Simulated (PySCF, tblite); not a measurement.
# C₄H₅N₄ radical: geometry, infrared bands and EPR parameters

Aim: predict the infrared bands and EPR parameters of C₄H₅N₄ radical (`C/N=C\C1=NN=C[N]1`).

Computed with tblite 0.8.0 and PySCF 2.14.0, with density-fitted response routines of our own, on a single molecule in the gas phase. Atoms count from 0, in the outputs and in this text.

### Step 1. Starting geometry

13 atoms, charge 0, multiplicity 2; geometry from: force field or distance geometry start.

Bonds of the start (Å): C0–N1 1.45, N1–C2 1.29, C2–C3 1.45, C3–N4 1.31, N4–N5 1.38, N5–C6 1.31, C6–N7 1.42, N7–C3 1.42, C0–H8 1.11, C0–H9 1.08, C0–H10 1.14, C2–H11 1.10, C6–H12 1.08.

### Step 2. Geometry optimisation with GFN2-xTB

The job: settings as JSON, then the geometry in Å.

```
{"job": {"kind": "relax", "xc": "GFN2-xTB", "basis": "xTB"}, "charge": 0, "multiplicity": 2}
C     -1.880300     0.584800    -0.249600
N     -1.759100    -0.861100    -0.158900
C     -0.625900    -1.462000     0.009100
C      0.588900    -0.675800     0.083400
N      1.752800    -1.251300     0.257600
N      2.724500    -0.268400     0.294800
C      2.195700     0.921700     0.166800
N      0.797300     0.728200     0.035400
H     -1.471000     1.077700     0.661900
H     -1.438700     1.009600    -1.140400
H     -2.983400     0.876100    -0.232500
H     -0.596400    -2.557800     0.076200
H      2.691300     1.878800     0.178300
```

Started as:

```console
OMP_NUM_THREADS=1 python probes_run.py task.json out
```

One launch serves the whole session: the jobs run in the order shown.

The program printed:

```text
step      E/eV     max force
  0    -617.11207    3.928
  1    -617.52233    1.550
  2    -617.65840    1.360
  3    -617.75105    0.895
  4    -617.81159    0.497
  5    -617.82167    0.259
  6    -617.82967    0.209
  7    -617.83390    0.186
  8    -617.83771    0.179
  9    -617.83982    0.175
 10    -617.84175    0.150
 11    -617.84373    0.110
 12    -617.84548    0.097
 13    -617.84649    0.101
 14    -617.84715    0.082
 15    -617.84796    0.081
 16    -617.84898    0.085
 17    -617.84987    0.074
 18    -617.85040    0.055
 19    -617.85074    0.049
 20    -617.85113    0.053
 21    -617.85164    0.058
 22    -617.85213    0.055
 23    -617.85252    0.049
 24    -617.85288    0.069
 25    -617.85333    0.085
 26    -617.85385    0.085
 27    -617.85437    0.067
 28    -617.85482    0.047
 29    -617.85516    0.047
 30    -617.85537    0.031
 31    -617.85545    0.013
 32    -617.85547    0.010
```

Wall time 0.33 s (1 thread of AMD EPYC, shared host).

Step by step:

```
step  energy from step 0 (eV)  largest force (eV/Å)
   0                   0.0000                3.9280
   1                  -0.4103                1.5503
   2                  -0.5463                1.3602
   3                  -0.6390                0.8947
   4                  -0.6995                0.4972
   5                  -0.7096                0.2590
   6                  -0.7176                0.2094
   7                  -0.7218                0.1858
   8                  -0.7256                0.1787
   9                  -0.7278                0.1754
  10                  -0.7297                0.1501
  11                  -0.7317                0.1099
  12                  -0.7334                0.0973
  13                  -0.7344                0.1005
  14                  -0.7351                0.0823
  15                  -0.7359                0.0812
  16                  -0.7369                0.0854
  17                  -0.7378                0.0737
  18                  -0.7383                0.0554
  19                  -0.7387                0.0487
  20                  -0.7391                0.0528
  21                  -0.7396                0.0583
  22                  -0.7401                0.0552
  23                  -0.7405                0.0491
  24                  -0.7408                0.0686
  25                  -0.7413                0.0849
  26                  -0.7418                0.0855
  27                  -0.7423                0.0669
  28                  -0.7428                0.0467
  29                  -0.7431                0.0474
  30                  -0.7433                0.0312
  31                  -0.7434                0.0130
  32                  -0.7434                0.0101
```

Close pairs (by a distance rule), those that changed most:

```
  bond  before (Å)  after (Å)  change (Å)
 N4–N5       1.383      1.282      -0.100
 C6–N7       1.418      1.328      -0.090
 C3–N7       1.420      1.347      -0.073
C0–H10       1.141      1.091      -0.050
 C0–N1       1.454      1.413      -0.040
 C3–N4       1.310      1.350      +0.040
 N1–C2       1.294      1.260      -0.034
 N5–C6       1.309      1.333      +0.025
```

The final coordinates are the input of the step that follows.

### Step 3. Infrared spectrum with GFN2-xTB

The job: settings as JSON, then the geometry in Å.

```
{"job": {"kind": "ir", "xc": "GFN2-xTB", "basis": "xTB"}, "charge": 0, "multiplicity": 2}
C     -1.976970     0.601337    -0.230951
N     -1.704947    -0.782443    -0.137669
C     -0.582055    -1.335895     0.002537
C      0.667526    -0.637138     0.096359
N      1.851262    -1.266177     0.253288
N      2.752661    -0.355734     0.303393
C      2.158901     0.831589     0.178802
N      0.844172     0.697272     0.045340
H     -1.554753     1.147141     0.617687
H     -1.545808     1.020319    -1.143719
H     -3.059897     0.731749    -0.250079
H     -0.535858    -2.415996     0.060894
H      2.681379     1.764464     0.186389
```

The program printed:

```text
mode    cm-1     km/mol
  1    -108.7      0.85
  2      89.0      0.09
  3     144.7      0.23
  4     200.8      0.22
  5     287.9     22.89
  6     434.1     11.88
  7     476.3     10.07
  8     640.1      3.55
  9     670.8     16.60
 10     681.9    199.89
 11     791.2      2.53
 12     815.6      0.36
 13     853.2      7.39
 14     966.6     64.05
 15    1030.6     86.88
 16    1055.0      4.93
 17    1092.2     47.60
 18    1096.7     21.19
 19    1207.5      1.37
 20    1247.5    450.47
 21    1270.4     13.90
 22    1322.6      6.99
 23    1377.6     16.14
 24    1403.4    144.87
 25    1422.2     46.05
 26    1429.0     12.40
 27    1444.3     43.41
 28    1696.4     48.83
 29    2949.1      7.87
 30    2964.1      8.41
 31    2993.5      2.99
 32    3048.5      1.68
 33    3197.1      9.69
```

It took 0.77 s on 1 thread of AMD EPYC, shared host.

The strongest bands and the atoms that carry them (share of the mass-weighted mode):

```
cm⁻¹  km/mol                                atoms
 682   199.9   N4 24 %, N5 18 %, C3 16 %, C6 12 %
 967    64.0            N7 38 %, N4 21 %, C2 13 %
1031    86.9           C0 39 %, H11 19 %, N1 18 %
1092    47.6                             H12 69 %
1248   450.5           N5 32 %, N4 32 %, H11 16 %
1403   144.9  H8 27 %, H9 21 %, H10 13 %, C3 12 %
1422    46.0   C3 21 %, H8 16 %, H9 12 %, C6 11 %
1696    48.8                     C2 49 %, N1 48 %
```

### Step 4. g tensor and hyperfine couplings: B3LYP/pcH-1

Settings changed since step 3:

```diff
@@ -1,2 +1,2 @@
-{"job": {"kind": "ir", "xc": "GFN2-xTB", "basis": "xTB"}, "charge": 0, "multiplicity": 2}
+{"job": {"kind": "epr", "basis": "pcH-1"}, "charge": 0, "multiplicity": 2}
 C     -1.976970     0.601337    -0.230951
```

Method: UKS B3LYP, pcH-1 on C H N, non-relativistic, mean-field spin-orbit, GIAO.

The program printed:

```text
UKS, coarse grid
  cycle   1  E = -374.27536392  |g| = 3.57e-01
  cycle   2  E = -373.94749211  |g| = 8.46e-01
  cycle   3  E = -374.28357715  |g| = 2.99e-01
  cycle   4  E = -374.32786826  |g| = 7.70e-02
  cycle   5  E = -374.33101564  |g| = 4.11e-02
  cycle   6  E = -374.33169129  |g| = 2.24e-02
  cycle   7  E = -374.33193161  |g| = 7.27e-03
  cycle   8  E = -374.33196254  |g| = 5.27e-03
  cycle   9  E = -374.33198270  |g| = 2.26e-03
  cycle  10  E = -374.33198934  |g| = 1.23e-03
  cycle  11  E = -374.33199235  |g| = 5.82e-04
UKS, final grid
  cycle   1  E = -374.33199166  |g| = 6.82e-04
  cycle   2  E = -374.33199275  |g| = 1.02e-03
  cycle   3  E = -374.33199366  |g| = 3.87e-04
  cycle   4  E = -374.33199436  |g| = 3.70e-04
  cycle   5  E = -374.33199580  |g| = 3.66e-04
  cycle   6  E = -374.33199566  |g| = 3.66e-04
  cycle   7  E = -374.33198836  |g| = 3.46e-04
  cycle   8  E = -374.33197600  |g| = 6.54e-04
  cycle   9  E = -374.33197601  |g| = 6.77e-04
  cycle  10  E = -374.33197610  |g| = 2.74e-04
  cycle  11  E = -374.33197312  |g| = 4.52e-04
  cycle  12  E = -374.33197270  |g| = 3.68e-04
  cycle  13  E = -374.33197276  |g| = 1.55e-04
  cycle  14  E = -374.33197277  |g| = 9.33e-05
  cycle  15  E = -374.33197278  |g| = 7.03e-05
  cycle  16  E = -374.33197280  |g| = 2.81e-05
  cycle  17  E = -374.33197280  |g| = 2.31e-05
E = -374.33197280 Eh   <S^2> = 0.7703 (exact 0.7500)
g shifts (ppm)      1          2          3
  rmc          -177       -177       -177
  gc            -12         37         35
  oz_so         -21       6041      38134
  total        -210       5901      37992
hyperfine (MHz)  atom isotope    a_iso     a_fc   dipolar eigenvalues
    0   13C     -10.98     -10.98     -1.54      0.22      1.32
    1   14N      10.88      10.88    -13.50    -13.41     26.91
    2   13C     -24.00     -24.00    -16.19      5.42     10.77
    3   13C      36.17      36.17    -32.01    -28.71     60.72
    4   14N       3.16       3.16     -6.85     -6.32     13.17
    5   14N       3.53       3.53     -7.52     -6.96     14.48
    6   13C      31.16      31.16    -30.37    -27.67     58.04
    7   14N      -5.26      -5.26     -7.86      3.79      4.07
    8    1H      50.63      50.63     -2.98      0.20      2.78
    9    1H      53.06      53.06     -2.77     -0.41      3.18
   10    1H      -0.48      -0.48     -2.00     -1.69      3.68
   11    1H       4.75       4.75     -3.97     -0.71      4.68
   12    1H     -27.05     -27.05    -14.74     -2.55     17.29
```

Wall time 1.7 min (1 thread of AMD EPYC, shared host); peak memory 0.91 GiB.

Principal g values 2.00211, 2.00822, 2.04031; g(iso) = 2.01688, against 2.00232 for a free electron. They are not to be trusted: the run shows a large g shift, which the driver flags as unsure.

Hyperfine couplings; where a row names several nuclei, a(iso) is their mean (it holds for fast rotation or exchange) and the dipolar term the largest among them:

```
     nuclei  isotope  a(iso) (MHz)  a(iso) (G, at g = 2.0023)  largest dipolar term (MHz)
         C3      13C          36.2                       12.9                        60.7
H8, H9, H10       1H          34.4                       12.3                         3.7
         C6      13C          31.2                       11.1                        58.0
        H12       1H         -27.0                       -9.7                        17.3
         C2      13C         -24.0                       -8.6                       -16.2
         C0      13C         -11.0                       -3.9                        -1.5
         N1      14N          10.9                        3.9                        26.9
         N7      14N          -5.3                       -1.9                        -7.9
        H11       1H           4.7                        1.7                         4.7
         N5      14N           3.5                        1.3                        14.5
         N4      14N           3.2                        1.1                        13.2
```

Mulliken spin populations:

C0 -0.02; N1 0.29; C2 -0.13; C3 0.35; N4 0.12; N5 0.13; C6 0.34; N7 -0.11; H8 0.02; H9 0.02; H10 0.00; H11 0.00; H12 -0.02

The fields below are evaluated on a grid from the run's orbitals.

ELF in a plane through or near 11 of the atoms.

Values, 10 rows by 14 columns:
```
0.00 0.00 0.00 0.00 0.00 0.00 0.00 0.00 0.00 0.00 0.00 0.00 0.00 0.00
0.00 0.00 0.00 0.00 0.00 0.00 0.00 0.00 0.00 0.00 0.00 0.00 0.00 0.00
0.00 0.00 0.02 0.78 0.79 0.00 0.01 0.00 0.00 0.00 0.00 0.00 0.00 0.00
0.00 0.00 0.37 0.99 0.99 0.12 0.82 0.39 0.10 0.24 0.24 0.60 0.04 0.00
0.00 0.00 0.03 0.20 0.54 0.88 0.48 0.66 0.38 0.22 0.99 1.00 0.71 0.00
0.00 0.20 0.94 0.84 0.64 0.18 0.48 0.28 0.45 0.90 0.18 0.19 0.06 0.00
0.00 0.01 0.44 0.21 0.65 0.55 0.48 0.40 0.49 0.88 0.92 0.06 0.00 0.00
0.00 0.00 0.00 0.10 0.92 0.82 0.04 0.99 0.97 0.03 0.20 0.00 0.00 0.00
0.00 0.00 0.00 0.00 0.04 0.01 0.02 0.92 0.86 0.00 0.00 0.00 0.00 0.00
0.00 0.00 0.00 0.00 0.00 0.00 0.00 0.00 0.00 0.00 0.00 0.00 0.00 0.00
```
The map spans 11.3 Å across and 10.0 Å up, centred on the molecule. Atoms in the plane (x, y in Å): C0 (2.0, 0.6), N1 (1.7, -0.8), C2 (0.6, -1.3), C3 (-0.7, -0.6), N4 (-1.9, -1.3), N5 (-2.8, -0.3), C6 (-2.2, 0.8), N7 (-0.8, 0.7), H10 (3.1, 0.7), H11 (0.5, -2.4), H12 (-2.7, 1.8).

log10 of the density (e/Å³) in the same plane.

Ten even steps from ' ' (-4.0) to '@' (1.5):
```
                                                        
                                                        
                                                        
            ..........                                  
        ..::--====--::::::::....::::::::....            
      ..::--++++++====--------------------::::..        
      ::--==**####**++++++++======++++++====----::      
      ::--==**######**####**++++++********++++==::..    
    ..--====**##@@%%##@@@@##**++**##%%######++==--..    
    ::==++**##############****++**########**++==--..    
  ..::==++**%%@@%%****######**++**######**++==--::..    
    ::==++**####%%%%####@@########%%@@##**==--::..      
    ..--==++++**##@@%%##**####@@######**++==--..        
      ::----==++######**++**######****++==--::..        
        ..::--==++++++====**####**++====--::            
          ..::--======--==++****++==--::..              
              ..::::::::::--======--::..                
                        ....::::::..                    
                                                        
                                                        
```
The map spans 11.3 Å across and 10.0 Å up, centred on the molecule. Atoms in the plane (x, y in Å): C0 (2.0, 0.6), N1 (1.7, -0.8), C2 (0.6, -1.3), C3 (-0.7, -0.6), N4 (-1.9, -1.3), N5 (-2.8, -0.3), C6 (-2.2, 0.8), N7 (-0.8, 0.7), H10 (3.1, 0.7), H11 (0.5, -2.4), H12 (-2.7, 1.8).

On the surface of density 0.002 e/bohr³ the electrostatic potential runs, from the 1st to the 99th percentile, from -1.60 V near N5 to 1.59 V near H12.

The spin density lies nearest to C3, C6 about 20 % each; N1 19 %; N4, N5 about 11 % each; N7 6 % (beta excess).

### Step 5. Outcome

```
                                 quantity                                            value
strongest single infrared mode (GFN2-xTB)                            1248 cm⁻¹, 450 km/mol
             zero-point energy (GFN2-xTB)                                    57.6 kcal/mol
                           g(iso) (B3LYP)                                          2.01688
                                     ⟨S²⟩                               0.770 (exact 0.75)
       largest a(iso) (averaged by class)                              13C on C3, 36.2 MHz
    surface potential, 1st and 99th percentile                               -1.60 V and 1.59 V
            property runs in this session  1, of which 0 failed and 1 gave unsound results
```

**Reading.** Relaxing lowered the energy by 0.743 eV in 32 steps; the close pair that moved most is N4–N5, from 1.383 to 1.282 Å. The lowest mode is imaginary (109i cm⁻¹), so the xTB geometry is not a minimum. The strongest single mode, at 1248 cm⁻¹, is carried by N5, N4, H11. Unscaled tight-binding wavenumbers are off by several per cent, some by more. Its intensities can rank the bands wrongly. The largest spin populations lie on C3 (0.35 e), C6 (0.34 e), N1 (0.29 e). The isotropic g lies 14.6 ppt above the free-electron value. These values are not to be trusted: the run shows a large g shift, which the driver flags as unsure.
